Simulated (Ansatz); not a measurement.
# InSiN₂H₇: basis-set convergence

Aim: see how fast density functionals converge with the basis set for InSiN₂H₇.

Computed with Ansatz 0.2.0, Gaussian basis. Level: one geometry, several basis sets.

Plan: PBE0-D4/def2-SVP; ωB97M-V/def2-SVP; PBE0-D4/def2-QZVPP; ωB97M-V/def2-QZVPP; the functionals' def2-TZVPP values are taken from earlier runs.

## 1. The geometry

An earlier PBE0-D4 in a triple-zeta def2 set relaxation fixed the geometry. In takes the def2 core potential; no spin-orbit term is included.

11 atoms, charge 0, spin multiplicity 1.

Atoms are counted from 1 here; the program's logs count them from 0.

Bond lengths: N1–Si2 1.803 Å, N1–H5 1.012 Å, N1–H6 1.012 Å, Si2–N3 1.670 Å, Si2–H7 1.494 Å, Si2–H8 1.493 Å, N3–In4 2.123 Å, N3–H9 1.005 Å, In4–H10 1.724 Å, In4–H11 1.724 Å. Angles: Si2–N1–H5 115.3°, Si2–N1–H6 115.3°, H5–N1–H6 107.8°, N1–Si2–N3 97.5°, N1–Si2–H7 106.7°, N1–Si2–H8 106.9°, N3–Si2–H7 118.6°, N3–Si2–H8 118.5°, H7–Si2–H8 106.9°, Si2–N3–In4 102.8°, Si2–N3–H9 127.4°, In4–N3–H9 129.8°, N3–In4–H10 114.9°, N3–In4–H11 114.9°, H10–In4–H11 127.5°.

## 2. PBE0-D4 in def2-SVP

The input, in.yaml:

```yaml
crystal:
  periodic: [false, false, false]
  atoms:
    - {symbol: N, position_ang: [-0.967082, 0.524682, -0.495817]}
    - {symbol: Si, position_ang: [0.511363, 1.148518, 0.325853]}
    - {symbol: N, position_ang: [1.219736, -0.328725, 0.651350]}
    - {symbol: In, position_ang: [-0.169713, -1.707380, -0.170985]}
    - {symbol: H, position_ang: [-1.840820, 0.724310, -0.024806]}
    - {symbol: H, position_ang: [-1.069921, 0.795099, -1.466063]}
    - {symbol: H, position_ang: [1.184608, 2.067053, -0.640506]}
    - {symbol: H, position_ang: [0.050776, 1.987128, 1.472646]}
    - {symbol: H, position_ang: [2.092773, -0.496623, 1.118989]}
    - {symbol: H, position_ang: [0.230555, -2.290235, -1.742953]}
    - {symbol: H, position_ang: [-1.242294, -2.423827, 0.972273]}
basis:
  gaussian: {orbitals: def2-SVP}
hamiltonian: {xc: pbe0, dispersion: d4}
output: {orbitals: {seedname: orbitals}}
```

Launch:

```console
> ansatz run in.yaml --threads 2 --pin off --events-out ev --progress --plain --max-ram 4352MiB
```

After this run come: ωB97M-V in def2-SVP; PBE0-D4 in def2-QZVPP; ωB97M-V in def2-QZVPP.

Q: Predict the results of all the runs planned. Wanted: PBE0-D4: double and triple zeta above quadruple; ωB97M-V: double and triple zeta above quadruple.

The runs gave:

| quantity | value |
| --- | --- |
| PBE0-D4: double and triple zeta above quadruple | 7.35, 0.52 eV |
| ωB97M-V: double and triple zeta above quadruple | 7.49, 0.48 eV |

**Reading.** For PBE0-D4 the step from double to triple zeta gains 6.83 eV and the next only 0.52 eV. Total energies overstate the basis error of differences, where much of it tends to cancel. The LUMO of ωB97M-V is positive and keeps falling with the basis (1.08 to 0.35 eV): an unbound level that the basis holds in place.
